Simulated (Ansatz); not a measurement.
# ZrC+ (sextet): wave-function methods side by side, def2-SVP

The task here is to estimate one member of a computed series from the others.

Computed with Ansatz 0.2.0, Gaussian basis. Level: def2-SVP, core rule «outside noble gas», up to 5 orbitals frozen.

The runs, in order: UHF; CCSD(T) on ROHF; CCSD(T) on UHF; CISD as a restricted active space (open shells left free, so some higher excitations enter); CCSDT(Q) on ROHF; CCSDT(Q) on UHF; CISDTQ; CCSDTQ on ROHF; CCSDTQ on UHF.

11 further runs of the same task are left out: 6 for a known fault of the program, 2 that didn't finish, 3 set aside as unsound or not needed. Runs told in other sessions of the task aren't counted.

### What is computed

The geometry is a PBE0/def2-TZVP stationary point (not a proven minimum) of the parent state, kept for this charge and spin. No spin-orbit coupling is included. Elements past krypton take def2 core potentials.

2 atoms, charge 1, spin multiplicity 6.

Atoms are counted from 1 here; the program's logs count them from 0.

Bond lengths: Zr1–C2 1.897 Å.

Set-up of the first run:

Input file in.yaml:

```yaml
crystal:
  periodic: [false, false, false]
  atoms:
    - {symbol: Zr, position_ang: [0.000000, 0.000000, 0.000000]}
    - {symbol: C, position_ang: [0.000000, 0.000000, 1.897000]}
basis:
  gaussian: {orbitals: def2-SVP}
total_charge: 1
magnetization: {spin_polarized: true, initial_magnetization: 5}
hamiltonian: {xc: hf}
output: {orbitals: {seedname: orbitals}}
```

Started as:

```
$ ansatz run in.yaml --threads 1 --pin off --events-out ev --progress --plain --max-ram 4160MiB --backend cpu
```

Steps of the session up to this table: UHF; CCSD(T) on ROHF; CCSD(T) on UHF; CISD as a restricted active space (open shells left free, so some higher excitations enter); CCSDT(Q) on ROHF; CCSDT(Q) on UHF; CISDTQ; CCSDTQ on ROHF; CCSDTQ on UHF.

One of the session's tables, all rows but one given; the rest of the session is left out.

It belongs to the step «Misses and costs». 

| method | from UCCSDTQ (meV) |
| --- | --- |
| ROHF | +3233.3 |
| UHF | +3135.9 |
| RMP2 | +740.6 |
| UMP2 | +673.8 |
| RCCSD | ? |
| UCCSD | +144.6 |
| RCCSD(T) | +92.0 |
| UCCSD(T) | +27.7 |
| RCCSDT | +68.3 |
| UCCSDT | +4.0 |
| RCCSDT(Q) | +65.1 |
| UCCSDT(Q) | -0.7 |
| RCCSDTQ | +64.2 |
| UCCSDTQ | 0 |

**Question.** Estimate the row for RCCSD.

As computed: from UCCSDTQ (meV): +210.2. In the column «from UCCSDTQ (meV)» it lies between UCCSD (+144.6) and UMP2 (+673.8).

To keep in mind: Restricted and unrestricted rows rest on different reference determinants; a gap between their highest levels can come from leftover correlation error, from unlike frozen cores or from another state.
